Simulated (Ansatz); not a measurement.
**GaBHCl (triplet): wave-function methods side by side at a displaced geometry (v1), cc-pVDZ**

An exercise on one series of results from a longer session: the logs are not shown, and one member is left open.

Computed with Ansatz 0.2.0, Gaussian basis. Level: cc-pVDZ, core rule «outside noble gas», up to 20 orbitals frozen.

To be run: UHF; CCSD(T) on ROHF; CCSD(T) on UHF; BCCD(T) on ROHF; CISD as a restricted active space (open shells left free, so some higher excitations enter); CCSDT(Q) on ROHF; CCSDT(Q) on UHF.

26 further runs of the same task are left out: 2 for a known fault of the program, 13 that didn't finish, 11 set aside as unsound or not needed. Runs told in other sessions of the task aren't counted.

### The system

The geometry is a PBE0/def2-TZVP stationary point (not a proven minimum) with its atoms shifted at random (size 0.040 Å). No spin-orbit coupling is included. The filled d shell of Ga may be among the frozen orbitals whatever the setting's name suggests.

4 atoms, charge 0, spin multiplicity 3.

Atoms are counted from 1 here; the program's logs count them from 0.

Bond lengths: B1–Ga2 1.916 Å, B1–H4 1.156 Å, Ga2–Cl3 2.148 Å. Angles: Ga2–B1–H4 149.6°, B1–Ga2–Cl3 163.7°.

The first run:

The input, in.yaml:

```yaml
crystal:
  periodic: [false, false, false]
  atoms:
    - {symbol: B, position_ang: [0.002337, -0.267146, 1.194692]}
    - {symbol: Ga, position_ang: [0.001504, 0.157667, -0.673401]}
    - {symbol: Cl, position_ang: [0.049468, 0.029731, -2.817207]}
    - {symbol: H, position_ang: [-0.053309, 0.079748, 2.295915]}
basis:
  gaussian: {orbitals: cc-pVDZ}
magnetization: {spin_polarized: true, initial_magnetization: 2}
hamiltonian: {xc: hf}
output: {orbitals: {seedname: orbitals}}
```

The run is started by

```sh
$ ansatz run in.yaml --threads 1 --pin off --events-out ev --progress --plain --max-ram 2393MiB
```

Among the steps run: UHF; CCSD(T) on ROHF; CCSD(T) on UHF; BCCD(T) on ROHF; CISD as a restricted active space (open shells left free, so some higher excitations enter); CCSDT(Q) on ROHF; CCSDT(Q) on UHF.

One table of the session follows, with a row left open; its other results are not shown here.

| method | from UCCSDT(Q) (meV) |
| --- | --- |
| ROHF | +7875.3 |
| UHF | +7739.0 |
| RMP2 | +1157.1 |
| UMP2 | +1180.2 |
| RCCSD | +278.0 |
| UCCSD | +271.1 |
| RCCSD(T) | +58.4 |
| UCCSD(T) | +55.8 |
| BCCD(T) | +58.0 |
| RCCSDT | +22.2 |
| UCCSDT | ? |
| RCCSDT(Q) | +4.2 |
| UCCSDT(Q) | 0 |

Q: Estimate the row for UCCSDT from the others.

As computed: from UCCSDT(Q) (meV): +18.8. In the column «from UCCSDT(Q) (meV)» it lies between RCCSDT(Q) (+4.2) and RCCSDT (+22.2).

Not comparable, so not listed: CISD as a restricted active space (open shells left free, so some higher excitations enter) (they don't share determinant, frozen orbitals or solution with the rows shown, or repeat one).

Caveats from the session: Restricted and unrestricted rows rest on different reference determinants; a gap between their highest levels can come from leftover correlation error, from unlike frozen cores or from another state.
